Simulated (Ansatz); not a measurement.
Runs of Ansatz 0.2.0 on CuSn3. Symmetry: I4/mmm, No. 139, tetragonal system. The conventional cell has a = 4.480 Å, b = 4.480 Å, c = 9.741 Å, α = 90.00°, β = 90.00°, γ = 90.00°. Around Sn (site symmetry 4/mmm) lie 4 Cu at 3.17 Å and 8 Sn at 3.31 Å. Sn (site symmetry -4m2) has 8 Sn at 3.17 to 3.31 Å and 4 Cu at 3.31 Å as nearest neighbours. Around Cu (site symmetry 4/mmm) lie 12 Sn at 3.17 to 3.31 Å. The cell comes from a database or a generator and needn't be the stable form of this composition.

```tsv
task	level	cutoff (eV)	basis error allowed	pressure (GPa)
single point	PBEsol	188	0.001 eV/atom	-4.1
band structure	LDA	173	0.002 eV/atom	(a)
band structure	PBEsol	173	0.002 eV/atom	-4.1
band structure	PBE	173	0.002 eV/atom	-1.0
```

Alike in all rows: potentials or basis all-electron LAPW, scalar-relativistic; no spin polarisation; cell as given; k mesh 8 × 8 × 8; smearing fermi-dirac 0.05 eV.

**Question.** Fill in the values left out.

**Answer.** (a) -5.7.

Not every run made on this cell is shown here.
